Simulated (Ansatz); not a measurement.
# CaTeI3: the cost of one run

Method: DFT PBE, scalar-relativistic, plane waves, PAW, in Ansatz 0.2.0.

1 further run of the same task is left out (it didn't finish).

## 1. The starting structure

The structure is tetragonal, space group P4mm (No. 99). Conventional cell: a = 6.305 Å, b = 6.305 Å, c = 8.700 Å, α = 90.00°, β = 90.00°, γ = 90.00°. Ca (site symmetry 4mm) is surrounded by 1 Te at 2.23 Å. Te (site symmetry 4mm) is surrounded by 1 Ca at 2.23 Å. I (site symmetry 4mm) is surrounded by 4 I at 3.16 Å. I (site symmetry 2mm) is surrounded by 2 I at 3.16 Å.

Structure file:

```xyz
5
Lattice="6.3047 0.0000 0.0000 0.0000 6.3047 0.0000 0.0000 0.0000 8.6995" Properties=species:S:1:pos:R:3 pbc="T T T"
Ca    3.1524    3.1524    4.0501
Te    3.1524    3.1524    1.8199
I     0.0000    0.0000    6.9792
I     3.1524    0.0000    7.1611
I     0.0000    3.1524    7.1611
```

Recipe of the guess: random cell by space group and Wyckoff sites (P4mm, No. 99). Lengths come from tabulated atomic sizes and are only a guess.

## 2. The guess as it stands, on a coarse mesh

input.yaml reads:

```yaml
crystal:
  lattice:
    - [6.30470843, 0.0, 0.0]
    - [0.0, 6.30470843, 0.0]
    - [0.0, 0.0, 8.69953591]
  atoms:
    - { symbol: Ca, position: [0.5, 0.5, 0.46555053] }
    - { symbol: Te, position: [0.5, 0.5, 0.20920039] }
    - { symbol: I, position: [0.0, 0.0, 0.80224449] }
    - { symbol: I, position: [0.5, 0.0, 0.82315336] }
    - { symbol: I, position: [0.0, 0.5, 0.82315336] }
basis:
  ecutwfc: 420
kpoints:
  mp_grid: { grid: [4, 4, 2] }
hamiltonian:
  xc: pbe
scf:
  occupations: { method: gaussian, width: 0.1 }
  lower_state_search: "off"
output:
  forces: true
  stress: true
  eigenvalues: true
```

Run with:

```sh
> ansatz run input.yaml --threads 1 --pin off --max-ram 2560MiB --backend cpu --events-out ev --progress --plain --runs-dir out
```

What time and memory should one allow on 1 thread of Arm Neoverse V1, shared host?

About 21 s, with a peak of 0.53 GiB.
